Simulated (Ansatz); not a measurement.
Geometry optimisation, DFT PBE-D3(BJ), scalar-relativistic, plane waves, PAW (Ansatz).

Input:

```yaml
crystal:
  lattice:
    - [5.048742, 0.0, 0.0]
    - [2.524371, 4.372339, 0.0]
    - [0.0, 0.0, 16.676426]
  atoms:
    - { symbol: H, position: [0.1666667, 0.1666667, 0.0599649] }
    - { symbol: H, position: [0.6666667, 0.1666667, 0.0599649] }
    - { symbol: H, position: [0.1666667, 0.6666667, 0.0599649] }
    - { symbol: H, position: [0.6666667, 0.6666667, 0.0599649] }
    - { symbol: C, position: [0.1666667, 0.1666667, 0.1259263] }
    - { symbol: C, position: [0.6666667, 0.1666667, 0.1259263] }
    - { symbol: C, position: [0.1666667, 0.6666667, 0.1259263] }
    - { symbol: C, position: [0.6666667, 0.6666667, 0.1259263] }
    - { symbol: C, position: [-0.1666667, 0.3333333, 0.1568253] }
    - { symbol: C, position: [0.3333333, 0.3333333, 0.1568253] }
    - { symbol: C, position: [-0.1666667, 0.8333333, 0.1568253] }
    - { symbol: C, position: [0.3333333, 0.8333333, 0.1568253] }
    - { symbol: C, position: [-0.1666667, 0.3333333, 0.2495223] }
    - { symbol: C, position: [0.3333333, 0.3333333, 0.2495223] }
    - { symbol: C, position: [-0.1666667, 0.8333333, 0.2495223] }
    - { symbol: C, position: [0.3333333, 0.8333333, 0.2495223] }
    - { symbol: C, position: [0.0, 0.0, 0.2804213] }
    - { symbol: C, position: [0.5, 0.0, 0.2804213] }
    - { symbol: C, position: [0.0, 0.5, 0.2804213] }
    - { symbol: C, position: [0.5, 0.5, 0.2804213] }
    - { symbol: F, position: [0.5199923, 0.3695531, 0.3895574] }
    - { symbol: H, position: [0.3333273, 0.5099153, 0.4135434] }
basis:
  ecutwfc: 420.0
kpoints:
  mp_grid: { grid: [3, 3, 1] }
hamiltonian:
  xc: pbe
  dispersion: d3bj
  pseudopotentials: { kind: paw, azcp: { folder: soft_1 } }
scf:
  occupations: { method: gaussian, width: 0.05 }
  lower_state_search: "off"
relax:
  f_tol: 0.03
  max_steps: 60
  adjacent_minimum: "off"
  constraints: [{ sites: [0, 1, 2, 3, 4, 5, 6, 7, 8, 9, 10, 11] }]
```

Run as:

```bash
$ ansatz run input.yaml --threads 1 --pin off --max-ram 3072MiB --backend cpu --events-out ev --progress --plain --runs-dir out
```

Task: Where does it end, and by what steps?

Result: The run converged. Limits of this set-up: thin slab, slab without dipole correction. After 15 steps the energy has fallen by 2.747 eV; F21 moved furthest, 1.74 Å.

| step | energy less start (eV) | largest force component (eV/Å) | accepted |
| --- | --- | --- | --- |
| 0 | 0.0000 | 6.327 | yes |
| 1 | -1.5362 | 2.456 | yes |
| 2 | -2.0611 | 2.877 | yes |
| 3 | -2.2775 | 2.351 | yes |
| 4 | -2.4276 | 1.624 | yes |
| 5 | -2.5527 | 0.818 | yes |
| 6 | -2.6339 | 0.325 | yes |
| 7 | -2.6878 | 0.212 | yes |
| 8 | -2.7194 | 0.123 | yes |
| 9 | -2.7319 | 0.137 | yes |
| 10 | -2.7408 | 0.101 | yes |
| 11 | -2.7427 | 0.160 | yes |
| 12 | -2.7431 | 0.149 | yes |
| 13 | -2.7468 | 0.083 | yes |
| 14 | -2.7465 | 0.090 | no |
| 15 | -2.7473 | 0.018 | yes |

```xyz
22
Lattice="5.0487 0.0000 0.0000 2.5244 4.3723 0.0000 0.0000 0.0000 16.6764" Properties=species:S:1:pos:R:3
H 1.262 0.729 1.000
H 3.787 0.729 1.000
H 2.524 2.915 1.000
H 5.049 2.915 1.000
C 1.262 0.729 2.100
C 3.787 0.729 2.100
C 2.524 2.915 2.100
C 5.049 2.915 2.100
C 0.000 1.457 2.615
C 2.524 1.457 2.615
C 1.262 3.644 2.615
C 3.787 3.644 2.615
C 0.011 1.464 4.274
C 2.517 1.459 4.260
C 1.260 3.636 4.262
C 3.790 3.646 4.285
C -0.002 0.002 4.509
C 2.528 0.002 4.545
C 1.264 2.187 4.686
C 3.787 2.184 4.506
F 2.301 2.718 6.979
H 1.694 2.406 6.224
```

Whether the end is a true minimum wasn't checked by a vibrational analysis.

Run time: 2 min on 1 thread of Arm Neoverse V2, on a shared host, peak memory 0.49 GiB.
